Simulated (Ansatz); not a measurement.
# Ge2Sb2S: the cost of one run

Computed with Ansatz 0.2.0 (DFT PBE, scalar-relativistic, plane waves, PAW, unless a step's input says otherwise).

**1. The system as given**

Symmetry: Cmmm, No. 65, orthorhombic system. The conventional cell has a = 5.409 Å, b = 7.394 Å, c = 7.522 Å, α = 90.00°, β = 90.00°, γ = 90.00°. Ge (site symmetry 2mm) has 2 Sb at 1.88 Å and 1 Ge at 1.98 Å as nearest neighbours. Around Sb (site symmetry 2/m) lie 2 Ge at 1.88 Å. Around S (site symmetry mmm) lie 4 Ge at 3.89 Å and 8 Sb at 4.40 Å.

Coordinates:

```
CELL_PARAMETERS angstrom
2.70457 -3.69707 0.00000
2.70457 3.69707 0.00000
0.00000 0.00000 7.52218
ATOMIC_POSITIONS crystal
Ge 0.68311 0.68311 0.00000
Ge 0.31689 0.31689 0.00000
Sb 0.00000 0.50000 0.00000
Sb 0.50000 0.00000 0.00000
S 0.50000 0.50000 0.50000
```

The cell is invented: random cell by space group and Wyckoff sites (Cmmm, No. 65). Lengths come from tabulated atomic sizes and are only a guess.

**2. The guess as it stands, on a coarse mesh**

Contents of input.yaml:

```yaml
crystal:
  lattice:
    - [2.70456605, -3.69706717, 0.0]
    - [2.70456605, 3.69706717, 0.0]
    - [0.0, 0.0, 7.52217999]
  atoms:
    - { symbol: Ge, position: [0.68310966, 0.68310966, 0.0] }
    - { symbol: Ge, position: [0.31689034, 0.31689034, 0.0] }
    - { symbol: Sb, position: [0.0, 0.5, 0.0] }
    - { symbol: Sb, position: [0.5, 0.0, 0.0] }
    - { symbol: S, position: [0.5, 0.5, 0.5] }
basis:
  ecutwfc: 420
kpoints:
  mp_grid: { grid: [4, 4, 2] }
hamiltonian:
  xc: pbe
scf:
  occupations: { method: gaussian, width: 0.1 }
  lower_state_search: "off"
output:
  forces: true
  stress: true
  eigenvalues: true
```

Started as:

```sh
$ ansatz run input.yaml --threads 1 --pin off --max-ram 2560MiB --backend cpu --events-out ev --progress --plain --runs-dir out
```

**Question.** How long does this run take on 1 thread of Arm Neoverse V2, shared host, and how much memory does it need?

About 7.3 s, with a peak of 0.41 GiB.
